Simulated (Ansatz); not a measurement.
# TeW2: a trial structure relaxed

The task: take a trial cell of TeW2 to zero force and stress.

Method: DFT PBE, scalar-relativistic, plane waves, PAW, in Ansatz 0.2.0.

## Step 1: The structure to begin with

It takes space group Fm-3m (No. 225, cubic). The conventional cell has a = 6.260 Å, b = 6.260 Å, c = 6.260 Å, α = 90.00°, β = 90.00°, γ = 90.00°. Te (site symmetry m-3m) is surrounded by 8 W at 2.71 Å. W (site symmetry -43m) is surrounded by 4 Te at 2.71 Å.

Structure file:

```xyz
3
Lattice="0.0000 3.1299 3.1299 3.1299 0.0000 3.1299 3.1299 3.1299 0.0000" Properties=species:S:1:pos:R:3 pbc="T T T"
Te    0.0000    0.0000    0.0000
W     1.5650    1.5650    1.5650
W     4.6949    4.6949    4.6949
```

A structure generator made this guess: species swapped into a database cell of HfO2 (Fm-3m, No. 225), with Te on the Hf sites and W on the O sites. Its size is a rough estimate.

## Step 2: Probe: one point on a coarse mesh

input.yaml reads:

```yaml
crystal:
  lattice:
    - [0.0, 3.12994513, 3.12994513]
    - [3.12994513, 0.0, 3.12994513]
    - [3.12994513, 3.12994513, 0.0]
  atoms:
    - { symbol: Te, position: [0.0, 0.0, 0.0] }
    - { symbol: W, position: [0.25, 0.25, 0.25] }
    - { symbol: W, position: [0.75, 0.75, 0.75] }
basis:
  ecutwfc: 420
kpoints:
  mp_grid: { grid: [6, 6, 6] }
hamiltonian:
  xc: pbe
scf:
  occupations: { method: gaussian, width: 0.1 }
  lower_state_search: "off"
output:
  forces: true
  stress: true
  eigenvalues: true
```

The run is started by

```console
$ ansatz run input.yaml --threads 1 --pin off --max-ram 2048MiB --backend cpu --events-out ev --progress --plain --runs-dir out
```

Output, cut to the lines that bear on the results:

```text
Warning: RAYON_NUM_THREADS=1 ignored (pool sized by the plan → 1); use --threads N
[...]
Pseudopotentials: kind: paw
Pseudopotential: Te, paw, valence charge 16, recommended cutoff 420 eV (normal), Te.paw.azcp
Pseudopotential: W, paw, valence charge 14, recommended cutoff 420 eV (normal), W.paw.azcp
Functional definition: PBE
[...]
Crystal: 3 atoms, lattice volume = 61.325 Å³
Basis set: ecut = 420 eV, 1243 PW (Γ), exchange–correlation on 60×60×60 points (8 copies of the dense FFT grid, shifted against one another)
Bands: 27, of which v1, the nominal top of the filled ones, is band 22 counted from 1 (21 counted from 0)
Symmetry: 48 space group operations
Space group: Fm-3m (ITA 225), of the structure as read, at distance tolerance 3.9e-5 Å
k-points: 16 of 216
[...]
SCF iter   1: F=—  HF=-27744.831991 eV  |F-HF|=—  |Δ(HF+E_count)|=         —  Δρ=5.99e-3  dr2=2.22e-2  ethr=1.77e-3  ⟨swp⟩=5.6  Hψ=1942  notcnv=0
[...]
SCF iter   7: F=-27744.827778 eV  HF=-27744.827778 eV  |F-HF|=7.31e-10  |Δ(HF+E_count)|=   3.43e-8  Δρ=2.00e-6  dr2=2.97e-9  ethr=2.27e-10  ⟨swp⟩=5.9  Hψ=1462  notcnv=0
[...]
SCF converged after 7 iterations
Free energy (F): -27744.827778 eV
[...]
E sigma→0 (E₀):  -27744.816731 eV
Entropy (-TS):   -0.022095 eV (-7.365 meV/atom)
Fermi energy:    17.150123 eV
[...]
--- Forces (eV/Å), atoms counted from 1 ---
  atom   1  Te    -0.00000000     0.00000000    -0.00000000
  atom   2  W      0.00000000     0.00000000     0.00000000
  atom   3  W      0.00000000     0.00000000     0.00000000
[...]
--- Stress (GPa, compression-positive) ---
       -1.058106      -0.000000      -0.000000
        0.000000      -1.058106       0.000000
        0.000000      -0.000000      -1.058106
  P = ⅓ Tr σ = -1.0581 GPa (-10.581 kbar)
--- Band table (eV; the first three rows and the last of 16) ---
[...]
```

Run time: 2.8 s. Hardware: 1 thread of Arm Neoverse N1, shared host; peak memory 0.32 GiB.

Read-out: pressure -1.1 GPa, largest force 0.00 eV/Å, gap on this mesh none (metal). The relaxation goes to the converged mesh at once.

## Step 3: Final relaxation

Changes to input.yaml since step 2:

```diff
@@ -12,3 +12,3 @@
 kpoints:
-  mp_grid: { grid: [6, 6, 6] }
+  mp_grid: { grid: [12, 12, 12] }
 hamiltonian:
@@ -17,3 +17,2 @@
   occupations: { method: gaussian, width: 0.1 }
-  lower_state_search: "off"
 output:
@@ -22 +21,10 @@
   eigenvalues: true
+  write_density: true
+  write_potential: true
+  elf: true
+  volumetric_format: npy
+relax:
+  adjacent_minimum: "off"
+  f_tol: 0.01
+  max_steps: 80
+  cell: { stress_tol: 0.05 }
```

The run is started by

```console
$ ansatz run input.yaml --threads 1 --pin off --max-ram 2048MiB --backend cpu --events-out ev --progress --plain --runs-dir out
```

Output:

```text
Warning: RAYON_NUM_THREADS=1 ignored (pool sized by the plan → 1); use --threads N
Engine: ansatz 0.2.0, aarch64-unknown-linux-gnu
[... 4 set-up lines as earlier in the session ...]
  parameter kappa = 0.804
  parameter beta = 0.06672455060314922
  exchange = pbe_x(kappa = kappa, mu = beta*pi^2/3)
  correlation = pbe_c(beta = beta)
Crystal: 3 atoms, lattice volume = 61.325 Å³
Basis set: ecut = 420 eV, 1243 PW (Γ), exchange–correlation on 60×60×60 points (8 copies of the dense FFT grid, shifted against one another)
Bands: 27, of which v1, the nominal top of the filled ones, is band 22 counted from 1 (21 counted from 0)
[... 2 set-up lines as earlier in the session ...]
k-points: 72 of 1728
Non-local potential: Te, projectors of the file, l = 0: 2, l = 1: 2, l = 2: 2, l = 3: 2
Non-local potential: W, projectors of the file, l = 0: 3, l = 1: 2, l = 2: 2, l = 3: 1
PAW form: soft (Blöchl's): semilocal exchange-correlation on the pseudo side does not see the compensation charge
PAW one-centre angular grid: Te, 590 points (default); XC on 64 Gauss nodes
PAW one-centre angular grid: W, 590 points (default); XC on 64 Gauss nodes
Initial density: superposition of atomic densities (neutral atoms: chi_scale 0, normalization atom), corrected by the library's trained network
Initial wavefunctions: pseudopotential atomic-orbital guess
Functional: x = pbe(κ = 0.804, μ = 0.2195149727645171), c = pbe(β = 0.06672455060314922)
SCF iter   1: F=—  HF=-27744.852954 eV  |F-HF|=—  |Δ(HF+E_count)|=         —  Δρ=5.02e-3  dr2=1.96e-2  ethr=1.77e-3  ⟨swp⟩=5.6  Hψ=8839  notcnv=0
preconditioner: auto → Kerker (q_TF=auto, 2.581 Å⁻¹)  [metal: Δε(μ)=0.016 eV  Ē_g=6.058 eV  σ=0.100 eV  W_gap=0.09  n_scr=14 (ndim 8)  ℏωp=20.1 eV  f_vac=0.003  D(μ)=3.65/eV (n_scr^D=26)]
SCF iter   2: F=—  HF=-27744.850184 eV  |F-HF|=—  |Δ(HF+E_count)|=   2.77e-3  Δρ=2.84e-3  dr2=5.76e-3  ethr=4.45e-5  ⟨swp⟩=1.2  Hψ=2554  notcnv=0  defer=2
SCF iter   3: F=—  HF=-27744.849324 eV  |F-HF|=—  |Δ(HF+E_count)|=   8.60e-4  Δρ=4.14e-4  dr2=9.99e-5  ethr=1.31e-5  ⟨swp⟩=2.0  Hψ=2521  notcnv=0  defer=2
SCF iter   4: F=—  HF=-27744.849326 eV  |F-HF|=—  |Δ(HF+E_count)|=   1.74e-6  Δρ=1.00e-4  dr2=6.67e-6  ethr=2.27e-7  ⟨swp⟩=3.0  Hψ=3764  notcnv=0  defer=2
SCF iter   5: F=—  HF=-27744.849328 eV  |F-HF|=—  |Δ(HF+E_count)|=   2.55e-6  Δρ=3.45e-5  dr2=1.30e-6  ethr=1.52e-8  ⟨swp⟩=2.0  Hψ=2391  notcnv=0  defer=2
SCF iter   6: F=—  HF=-27744.849329 eV  |F-HF|=—  |Δ(HF+E_count)|=   5.80e-7  Δρ=1.21e-5  dr2=1.63e-7  ethr=2.94e-9  ⟨swp⟩=2.0  Hψ=2423  notcnv=0  defer=2
SCF iter   7: F=-27744.849329 eV  HF=-27744.849329 eV  |F-HF|=9.39e-10  |Δ(HF+E_count)|=   1.86e-8  Δρ=1.90e-6  dr2=3.24e-9  ethr=2.27e-10  ⟨swp⟩=10.5  Hψ=12225  notcnv=0
SCF 1 converged in 7 iterations: F = -27744.849329 eV  dr2 = 3.24e-9
relax step   1: F+E_penalty+E_count = -27744.84932901 eV  Δ(F+E_penalty+E_count) = +0.000e0 eV  max|allowed force component| = 1.156e-18 eV/Å  Δτ_max = 0.0000 Å  P = -0.985 GPa  Ω = 61.325 Å³  (7 SCF iters, dr2 threshold 1.00e-7 eV, accepted)
Crystal: 3 atoms, lattice volume = 60.162 Å³
Initial density: handed on by an earlier stage of this run
Initial wavefunctions: those handed on with the density
iter 1 solved again at ethr=1.87e-6 eV; its pass at ethr=3.10e-3 eV (dr2=8.21e-4 eV) is discarded
SCF iter   1: F=—  HF=-27744.845069 eV  |F-HF|=—  |Δ(HF+E_count)|=         —  Δρ=7.90e-4  dr2=6.28e-4  ethr=1.87e-6  ⟨swp⟩=3.3  Hψ=10676  notcnv=0
preconditioner: auto → Kerker (q_TF=auto, 2.590 Å⁻¹)  [metal: Δε(μ)=0.019 eV  Ē_g=6.196 eV  σ=0.100 eV  W_gap=0.10  n_scr=14 (ndim 8)  ℏωp=20.3 eV  f_vac=0.000  D(μ)=3.53/eV (n_scr^D=26)]
SCF iter   2: F=—  HF=-27744.844989 eV  |F-HF|=—  |Δ(HF+E_count)|=   8.04e-5  Δρ=4.93e-4  dr2=2.63e-4  ethr=1.43e-6  ⟨swp⟩=1.0  Hψ=1946  notcnv=0
SCF iter   3: F=—  HF=-27744.844918 eV  |F-HF|=—  |Δ(HF+E_count)|=   7.12e-5  Δρ=1.25e-4  dr2=1.91e-5  ethr=5.97e-7  ⟨swp⟩=2.0  Hψ=2512  notcnv=0
SCF iter   4: F=—  HF=-27744.844916 eV  |F-HF|=—  |Δ(HF+E_count)|=   2.17e-6  Δρ=3.39e-5  dr2=1.06e-6  ethr=4.34e-8  ⟨swp⟩=2.1  Hψ=2458  notcnv=0
iter 5 did not close the SCF: its close was put off for the readings that it lacked (scf_convergence_deferred on its scf_iter line)
SCF iter   5: F=-27744.844916 eV  HF=-27744.844916 eV  |F-HF|=3.12e-8  |Δ(HF+E_count)|=   2.88e-7  Δρ=1.01e-5  dr2=7.43e-8  ethr=2.42e-9  ⟨swp⟩=2.2  Hψ=2775  notcnv=0
SCF iter   6: F=-27744.844916 eV  HF=-27744.844916 eV  |F-HF|=3.03e-9  |Δ(HF+E_count)|=   4.07e-8  Δρ=3.37e-6  dr2=6.91e-9  ethr=1.69e-10  ⟨swp⟩=6.5  Hψ=11812  notcnv=0
SCF 2 converged in 6 iterations: F = -27744.844916 eV  dr2 = 6.91e-9
relax step   2: F+E_penalty+E_count = -27744.84491585 eV  Δ(F+E_penalty+E_count) = +4.413e-3 eV  max|allowed force component| = 2.197e-17 eV/Å  Δτ_max = 0.0000 Å  P = +2.365 GPa  Ω = 60.162 Å³  energy of the carried Pulay correction = +3.526e-4 eV  (6 SCF iters, dr2 threshold 3.00e-7 eV, rejected (line search))
Crystal: 3 atoms, lattice volume = 60.979 Å³
iter 1 solved again at ethr=9.27e-7 eV; its pass at ethr=3.10e-3 eV (dr2=4.08e-4 eV) is discarded
SCF iter   1: F=—  HF=-27744.850618 eV  |F-HF|=—  |Δ(HF+E_count)|=         —  Δρ=5.54e-4  dr2=3.17e-4  ethr=9.27e-7  ⟨swp⟩=3.2  Hψ=11088  notcnv=0
preconditioner: auto → Kerker (q_TF=auto, 2.584 Å⁻¹)  [metal: Δε(μ)=0.018 eV  Ē_g=6.125 eV  σ=0.100 eV  W_gap=0.10  n_scr=14 (ndim 8)  ℏωp=20.2 eV  f_vac=0.000  D(μ)=3.62/eV (n_scr^D=26)]
SCF iter   2: F=—  HF=-27744.850580 eV  |F-HF|=—  |Δ(HF+E_count)|=   3.81e-5  Δρ=3.44e-4  dr2=1.31e-4  ethr=7.20e-7  ⟨swp⟩=1.0  Hψ=1944  notcnv=0
SCF iter   3: F=—  HF=-27744.850548 eV  |F-HF|=—  |Δ(HF+E_count)|=   3.23e-5  Δρ=8.79e-5  dr2=9.92e-6  ethr=2.98e-7  ⟨swp⟩=2.0  Hψ=2503  notcnv=0
SCF iter   4: F=—  HF=-27744.850537 eV  |F-HF|=—  |Δ(HF+E_count)|=   1.08e-5  Δρ=2.48e-5  dr2=5.68e-7  ethr=2.25e-8  ⟨swp⟩=2.0  Hψ=2448  notcnv=0
SCF iter   5: F=—  HF=-27744.850538 eV  |F-HF|=—  |Δ(HF+E_count)|=   1.99e-7  Δρ=6.40e-6  dr2=3.31e-8  ethr=1.29e-9  ⟨swp⟩=2.0  Hψ=2545  notcnv=0
SCF iter   6: F=—  HF=-27744.850538 eV  |F-HF|=—  |Δ(HF+E_count)|=   1.84e-8  Δρ=2.20e-6  dr2=2.77e-9  ethr=7.51e-11  ⟨swp⟩=2.0  Hψ=3377  notcnv=0
SCF iter   7: F=—  HF=-27744.850538 eV  |F-HF|=—  |Δ(HF+E_count)|=   1.49e-9  Δρ=4.84e-7  dr2=1.34e-10  ethr=6.28e-12  ⟨swp⟩=2.0  Hψ=3379  notcnv=0
SCF iter   8: F=-27744.850538 eV  HF=-27744.850538 eV  |F-HF|=7.28e-12  |Δ(HF+E_count)|=  1.75e-10  Δρ=9.61e-8  dr2=5.94e-12  ethr=1.00e-12  ⟨swp⟩=6.5  Hψ=8359  notcnv=0
SCF 3 converged in 8 iterations: F = -27744.850538 eV  dr2 = 5.94e-12
relax step   3: F+E_penalty+E_count = -27744.85053754 eV  Δ(F+E_penalty+E_count) = -1.209e-3 eV  max|allowed force component| = 1.827e-17 eV/Å  Δτ_max = 0.0000 Å  P = -0.030 GPa  Ω = 60.979 Å³  energy of the carried Pulay correction = +1.039e-4 eV  (8 SCF iters, accepted)
Initial wavefunctions: pseudopotential atomic-orbital guess (no wavefunctions were taken with the density)
iter 1 solved again at ethr=2.12e-8 eV; its pass at ethr=3.10e-3 eV (dr2=9.31e-6 eV) is discarded
SCF iter   1: F=—  HF=-27744.850432 eV  |F-HF|=—  |Δ(HF+E_count)|=         —  Δρ=1.23e-5  dr2=1.35e-8  ethr=2.12e-8  ⟨swp⟩=4.0  Hψ=14920  notcnv=0
preconditioner: auto → Kerker (q_TF=auto, 2.584 Å⁻¹)  [metal: Δε(μ)=0.018 eV  Ē_g=6.122 eV  σ=0.100 eV  W_gap=0.10  n_scr=14 (ndim 8)  ℏωp=20.2 eV  f_vac=0.000  D(μ)=3.61/eV (n_scr^D=26)]
SCF iter   2: F=—  HF=-27744.850423 eV  |F-HF|=—  |Δ(HF+E_count)|=   8.62e-6  Δρ=6.44e-6  dr2=3.64e-9  ethr=3.07e-11  ⟨swp⟩=2.8  Hψ=3673  notcnv=0
SCF iter   3: F=—  HF=-27744.850423 eV  |F-HF|=—  |Δ(HF+E_count)|=   2.03e-9  Δρ=9.71e-7  dr2=9.32e-11  ethr=8.26e-12  ⟨swp⟩=3.0  Hψ=3530  notcnv=0
iter 4 did not close the SCF: its close was put off for the readings that it lacked (scf_convergence_deferred on its scf_iter line)
SCF iter   4: F=-27744.850423 eV  HF=-27744.850423 eV  |F-HF|=3.64e-12  |Δ(HF+E_count)|=  5.82e-11  Δρ=1.05e-7  dr2=3.83e-12  ethr=1.00e-12  ⟨swp⟩=1.0  Hψ=1944  notcnv=0
iter 5 did not close the SCF: its close was put off for the readings that it lacked (scf_convergence_deferred on its scf_iter line)
SCF iter   5: F=-27744.850423 eV  HF=-27744.850423 eV  |F-HF|=3.64e-12  |Δ(HF+E_count)|=  3.64e-12  Δρ=1.69e-8  dr2=1.83e-13  ethr=1.00e-12  ⟨swp⟩=1.0  Hψ=1944  notcnv=0
iter 6 did not close the SCF: its close was put off for the readings that it lacked (scf_convergence_deferred on its scf_iter line)
SCF iter   6: F=-27744.850423 eV  HF=-27744.850423 eV  |F-HF|=0.00e0  |Δ(HF+E_count)|=  3.64e-12  Δρ=2.38e-9  dr2=3.77e-15  ethr=1.00e-12  ⟨swp⟩=1.0  Hψ=1944  notcnv=0
iter 7 did not close the SCF: its close was put off for the readings that it lacked (scf_convergence_deferred on its scf_iter line)
SCF iter   7: F=-27744.850423 eV  HF=-27744.850423 eV  |F-HF|=0.00e0  |Δ(HF+E_count)|=    0.00e0  Δρ=8.84e-10  dr2=2.93e-16  ethr=1.00e-12  ⟨swp⟩=1.0  Hψ=1944  notcnv=0
SCF iter   8: F=-27744.850423 eV  HF=-27744.850423 eV  |F-HF|=1.09e-11  |Δ(HF+E_count)|=  1.09e-11  Δρ=3.73e-10  dr2=1.13e-16  ethr=1.00e-12  ⟨swp⟩=2.8  Hψ=5046  notcnv=0
SCF 4 converged in 8 iterations: F = -27744.850423 eV  dr2 = 1.13e-16
relax step   4: F+E_penalty+E_count = -27744.85042341 eV  Δ(F+E_penalty+E_count) = +1.141e-4 eV  max|allowed force component| = 1.832e-17 eV/Å  Δτ_max = 0.0000 Å  P = -0.030 GPa  Ω = 60.979 Å³  stress off target by 2.96e-2 GPa  SCF on the basis re-selected at this cell (its energy is not comparable with the rows above)  (8 SCF iters)
basis re-selected at this cell: Δ(F+E_penalty+E_count) = +1.141e-4 eV, ΔP = +0.000 GPa vs the last step (what re-selecting the basis moved, of the pressure what is left beyond the Pulay correction that the steps carried, after the strain that the cell walked since its last selection, with what the two solves' SCF thresholds leave and, on support functions, any second-order correction that the steps lacked; it is no measure of the basis error at this ecutwfc). This SCF's stress stands 2.96e-2 GPa from its target on what of the cell is left free (relax.cell.stress_tol is 5.00e-2 GPa) and its largest allowed force component is 1.83e-17 eV/Å (relax.f_tol is 1.00e-2 eV/Å): within both
SCF converged after 8 iterations
Free energy (F): -27744.850423 eV
Harris-Foulkes:  -27744.850423 eV  (|F-HF|=1.09e-11)
Internal energy: -27744.832358 eV  (E = F + TS)
E sigma→0 (E₀):  -27744.841391 eV
Entropy (-TS):   -0.018066 eV (-6.022 meV/atom)
Fermi energy:    17.269940 eV
--- Per-component energies (eV) ---
  E_band       = -455.356079
  E_kinetic    = 1084.251739
  E_local      = -2647.518333  (includes V_loc(G=0)·N_el)
  E_nonlocal   = -303.340036
  E_hartree    = 1313.339109
  E_xc         = -656.237172
  E_vxc        = -579.678962  (∫ρ·V_xc dr)
  E_paw        = -21791.541936  (= ΣΔE_a)
  E_vpaw       = -635.748457  (= ΣTr[D̂ρ^β])
  E_aug_tail   = -0.000248  (compensation charges beyond the density's cutoff)
  E_ewald      = -4743.785480
  E_smearing   = -0.018066  (= −TS)
  E_closure    = 0.000000  (closes the sum)
  Σ components = -27744.850423   (vs F -27744.850423, Δ=0.00e0)
--- Forces (eV/Å), atoms counted from 1 ---
  atom   1  Te    -0.00000000     0.00000000     0.00000000
  atom   2  W      0.00000000    -0.00000000    -0.00000000
  atom   3  W     -0.00000000     0.00000000     0.00000000
  max |Σ_I F_I| component: 1.16e-18 eV/Å
--- Stress (GPa, compression-positive) ---
       -0.029567       0.000000       0.000000
        0.000000      -0.029567       0.000000
        0.000000       0.000000      -0.029567
  P = ⅓ Tr σ = -0.0296 GPa (-0.296 kbar)
--- Band table (eV; the first three rows and the last of 72) ---
  k-point 0: bands = ["-56.6631", "-56.6311", "-21.3291", "-21.3291", "-21.3291", "-20.9347", "-20.9347", "-20.8409", "-20.8409", "-20.8409", "-20.6751", "-20.6751", "-20.6751", "2.9331", "11.1258", "11.1258", "11.1258", "13.9871", "13.9871", "16.4843", "18.7362", "18.7362", "18.7362", "20.8123", "20.8123", "21.3062", "21.3062"]
  k-point 1: bands = ["-56.6626", "-56.6316", "-21.3241", "-21.3241", "-21.3151", "-20.9374", "-20.9374", "-20.8552", "-20.8444", "-20.8444", "-20.6772", "-20.6744", "-20.6744", "2.9890", "11.0297", "11.1653", "11.1653", "14.0420", "14.0420", "16.7429", "18.4202", "18.5833", "18.5833", "20.1306", "20.1306", "20.6233", "21.3582"]
  k-point 2: bands = ["-56.6610", "-56.6332", "-21.3098", "-21.3098", "-21.2745", "-20.9442", "-20.9442", "-20.8904", "-20.8551", "-20.8551", "-20.6892", "-20.6725", "-20.6725", "3.1462", "10.8000", "11.2771", "11.2771", "14.2072", "14.2072", "17.4207", "17.7391", "18.1816", "18.1816", "19.2830", "19.2830", "19.4142", "21.5268"]
  k-point 71: bands = ["-56.6470", "-56.6470", "-21.1378", "-21.1290", "-21.1254", "-21.1254", "-21.1157", "-20.9197", "-20.8949", "-20.8035", "-20.7899", "-20.7899", "-20.6331", "4.1692", "10.5645", "10.5645", "12.4515", "14.2852", "15.0692", "15.0692", "16.7290", "16.7290", "17.2125", "17.6711", "18.1673", "20.5234", "20.5234"]
--- Relaxed structure (3 steps of the walk, 2 accepted, 1 SCFs on fresh bases) ---
  F+E_penalty+E_count = -27744.85042341 eV   max|allowed force component| = 1.832e-17 eV/Å   (the final SCF, on the basis selected at the relaxed cell)
  cell:  # Å, volume = 60.9787 Å³
    - [3.8215290246716924e-35, 3.1240361010214195, 3.1240361010214195]
    - [3.1240361010214195, -3.1846075205597434e-36, 3.1240361010214195]
    - [3.1240361010214195, 3.1240361010214195, -1.5923037602798716e-35]
  atoms:
    - { symbol: Te, position: [2.1910490379273025e-36, 6.515356387694047e-36, -7.323236032249403e-36] }
    - { symbol: W, position: [0.25, 0.25, 0.25] }
    - { symbol: W, position: [0.75, 0.75, 0.75] }
```

Run time: 52 s. Hardware: 1 thread of Arm Neoverse N1, shared host; peak memory 0.4 GiB.

Relaxation path:

| step | energy from step 1 (eV/cell) | largest force component (eV/Å) | pressure (GPa) | volume (Å³) |
| --- | --- | --- | --- | --- |
| 1 | 0.0000 | 0.0000 | -0.98 | 61.33 |
| 2 | 0.0044 | 0.0000 | 2.37 | 60.16 |
| 3 | -0.0012 | 0.0000 | -0.03 | 60.98 |
| 4 | -0.0011 | 0.0000 | -0.03 | 60.98 |

Step 1 is the start. Step 4 repeats the geometry before it on a plane-wave basis chosen anew for that cell, so its energy need not be comparable with the rows above. Step 2 was tried and not accepted.

Lengths and angles in the start's conventional setting:

|  | before | after | change |
| --- | --- | --- | --- |
| a (Å) | 6.260 | 6.248 | -0.2 % |
| b (Å) | 6.260 | 6.248 | -0.2 % |
| c (Å) | 6.260 | 6.248 | -0.2 % |
| volume (Å³/atom) | 20.44 | 20.33 | -0.6 % |
| shortest distance (Å) | 2.711 | 2.705 | -0.2 % |
| space group (0.01 Å) | Fm-3m | Fm-3m | same |

The run keeps the 48 symmetry operations of the start, so it could not have lowered the symmetry.

The maps below are laid out on this run's own conventional cell (a, b, c = 6.248, 6.248, 6.248 Å).

Density in a lattice plane of the grid's cell (edges 6.25 and 6.25 Å, at 0.250 of the third edge), which holds W.

Ten even steps from '0' (0.17 e/Å³) to '9' (5.03 e/Å³):
```
000000000000000000000000
000001110000000001110000
000135753100000135753100
000279997200000279997200
001389798310001389798310
000279997200000279997200
000135753100000135753100
000001110000000001110000
000000000000000000000000
000000000000000000000000
000000000000000000000000
000001110000000001110000
000135753100000135753100
000279997200000279997200
001389798310001389798310
000279997200000279997200
000135753100000135753100
000001110000000001110000
000000000000000000000000
000000000000000000000000
```
Columns run along the first of these edges and rows up along the second, over one cell in 24 and 20 even steps from the bottom left corner. Atoms in the plane (fractional): W at (0.25, 0.25), W at (0.75, 0.75), W at (0.25, 0.75), W at (0.75, 0.25).

ELF in the same plane.

Ten even steps from '0' (0.00) to '9' (0.70):
```
444444444444444444444444
443234543234443234543234
543379997334543379997334
643797579734643797579734
654893039845654893039845
643797579734643797579734
543379997334543379997334
443234543234443234543234
444444444444444444444444
344556665544344556665544
444444444444444444444444
443234543234443234543234
543379997334543379997334
643797579734643797579734
654893039845654893039845
643797579734643797579734
543379997334543379997334
443234543234443234543234
444444444444444444444444
344556665544344556665544
```
Columns run along the first of these edges and rows up along the second, over one cell in 24 and 20 even steps from the bottom left corner. Atoms in the plane (fractional): W at (0.25, 0.25), W at (0.75, 0.75), W at (0.25, 0.75), W at (0.75, 0.25).

Both are smooth fields of the valence electrons: close to the nuclei they are not physical.

The highest ELF values outside the cores: 0.54 beside Te, off the lines to its neighbours, 1.3 Å from Te; 0.46 on the W–W line, 1.6 Å from W.

## Step 4: Results

| quantity | value |
| --- | --- |
| symmetry at the end (tolerance 0.05 Å) | space group Fm-3m (No. 225) |
| conventional cell | a = 6.248 Å, b = 6.248 Å, c = 6.248 Å, α = 90.00°, β = 90.00°, γ = 90.00° |
| volume | 20.33 Å³/atom |
| energy over the elements | +1.59 eV/atom |
| gap on the mesh | none (metal) |

What this shows: The space group Fm-3m (No. 225) is kept, and the volume per atom shrinks by 0.6 % from the first guess. With a positive formation energy it can't be a ground state. No finished test with a distortion of lower symmetry is shown, so the end may be a saddle point. The runs treat Te, W without spin-orbit coupling.
